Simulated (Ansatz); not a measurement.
# F− with SbH3: structure and interaction energy

An exercise on one series of results from a longer session: the logs are not shown, and one member is left open.

Program: Ansatz 0.2.0, Gaussian basis. Level of theory: PBE0-D4 structure, single points in def2-TZVPPD. These are calculated values, not measurements.

Levels: PBE-D4, revPBE-D4, BLYP-D4, r2SCAN-D4, B97M-V, PBE0-D4, B3LYP-D4, HSE06-D4, wB97X-V, wB97M-V, B2PLYP, Hartree-Fock, MP2, CCSD, CCSD(T). The reference is CCSD(T) extrapolated to the basis limit. For elements past Ar these valence bases correlate outer-core shells poorly, so that limit is rough.

Correlated methods freeze the cores. Filled d shells of the heavier atoms are correlated. Core potentials replace the inner electrons past krypton, and spin-orbit coupling is left out. B3LYP uses VWN-RPA correlation. B2PLYP carries no dispersion term here.

163 further runs of the same task are left out: 163 set aside as unsound or not needed.

**Where the work starts**

The pair, from a GFN2-xTB docking trial: 5 atoms, charge -1, spin multiplicity 1.

Atoms are counted from 1 here; the program's logs count them from 0.

Bond lengths: F1–Sb2 2.319 Å, Sb2–H3 1.694 Å, Sb2–H4 1.694 Å, Sb2–H5 1.960 Å. Angles: F1–Sb2–H3 83.3°, F1–Sb2–H4 82.9°, F1–Sb2–H5 162.7°, H3–Sb2–H4 90.6°, H3–Sb2–H5 85.1°, H4–Sb2–H5 84.5°.

Geometry (Å):

| atom | x (Å) | y (Å) | z (Å) |
| --- | --- | --- | --- |
| F1 | 0.56990 | 1.48940 | -1.55280 |
| Sb2 | -0.57270 | 0.21080 | 0.00770 |
| H3 | 0.79950 | 0.50410 | 0.95740 |
| H4 | 0.21850 | -1.06830 | -0.77280 |
| H5 | -1.01520 | -1.13600 | 1.36060 |

Atoms 1 to 1 are fragment A (F−), the rest fragment B (SbH3).

The first run:

Input file pre/in.yaml:

```yaml
crystal:
  periodic: [false, false, false]
  atoms:
    - {symbol: F, position_ang: [0.569900, 1.489400, -1.552800]}
    - {symbol: Sb, position_ang: [-0.572700, 0.210800, 0.007700]}
    - {symbol: H, position_ang: [0.799500, 0.504100, 0.957400]}
    - {symbol: H, position_ang: [0.218500, -1.068300, -0.772800]}
    - {symbol: H, position_ang: [-1.015200, -1.136000, 1.360600]}
basis:
  gaussian: {orbitals: def2-SVPD}
total_charge: -1
hamiltonian: {xc: pbe, dispersion: d4}
relax: {f_tol: 0.03, max_steps: 250}
```

The run is started by

```sh
ansatz run in.yaml --threads 2 --pin off --events-out ev --progress --plain --max-ram 5222MiB
```

Steps of the session up to this table: A first relaxation in a small basis; Relaxation at PBE0-D4; wB97X-V/def2-TZVPPD; wB97M-V/def2-TZVPPD; B2PLYP/def2-TZVPPD; B97M-V/def2-TZVPPD; CCSD(T)/def2-TZVPPD; MP2/def2-QZVPPD; SPW92/def2-SVP; wB97M-V/def2-SVP; CCSD(T)/def2-SVP; Vibrations of the pair.

One table of the session follows, with a row left open; its other results are not shown here.

| method | interaction (kJ/mol) |
| --- | --- |
| PBE-D4 | -145.57 |
| revPBE-D4 | -140.93 |
| BLYP-D4 | -134.74 |
| r2SCAN-D4 | -156.50 |
| B97M-V | ? |
| PBE0-D4 | -153.45 |
| B3LYP-D4 | -143.72 |
| HSE06-D4 | -153.48 |
| wB97X-V | -149.53 |
| wB97M-V | -149.96 |
| B2PLYP | -137.07 |
| Hartree-Fock | -145.01 |
| MP2 | -134.27 |
| CCSD | -135.47 |
| CCSD(T) | -135.89 |
| CCSD(T)/CBS | -149.16 |

**Question.** Estimate the row for B97M-V.

The run gave: interaction (kJ/mol): -165.96. In the column «interaction (kJ/mol)» it is the lowest.

Among the levels timed on like hardware and quicker than the yardstick, those that no quicker one beats, quickest first: revPBE-D4 (3.5 s, +8.24 kJ/mol); PBE-D4 (3.9 s, +3.59 kJ/mol); wB97X-V (13 s, -0.37 kJ/mol).

For cost: wB97X-V gets within 0.37 kJ/mol in 13 s, where CCSD(T)/CBS took 64 s; the quickest level in the cost chart, revPBE-D4, takes 3.5 s and misses by 8.24 kJ/mol.

To keep in mind: A lower arrangement may exist.
